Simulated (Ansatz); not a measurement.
# ClTa: the cost of one run

Program: Ansatz 0.2.0, Gaussian basis. Level of theory: def2-QZVPP, core rule «outside noble gas», up to 9 orbitals frozen. These are calculated values, not measurements.

Plan: UHF; ROHF; CCSD(T) on UHF.

### Step 1. The geometry

The geometry is a PBE0/def2-TZVP stationary point (not a proven minimum) of the parent state, kept for this charge and spin. No spin-orbit coupling is included. Elements past krypton take def2 core potentials.

2 atoms, charge 1, spin multiplicity 8.

Atoms are counted from 1 here; the program's logs count them from 0.

Bond lengths: Ta1–Cl2 2.875 Å.

### Step 2. UHF

in.yaml

```yaml
crystal:
  periodic: [false, false, false]
  atoms:
    - {symbol: Ta, position_ang: [0.000000, 0.000000, 0.000000]}
    - {symbol: Cl, position_ang: [0.000000, 0.000000, 2.875200]}
basis:
  gaussian: {orbitals: "def2-QZVPP.json"}
total_charge: 1
magnetization: {spin_polarized: true, initial_magnetization: 7}
hamiltonian: {xc: hf}
output: {orbitals: {seedname: orbitals}}
```

Run with:

```bash
$ ansatz run in.yaml --threads 1 --pin off --events-out ev --progress --plain --max-ram 4096MiB --backend cpu
```

Q: Estimate wall time and peak memory on 1 thread of AMD EPYC 7R13, shared host.

About 34 s, with a peak of 0.42 GiB.
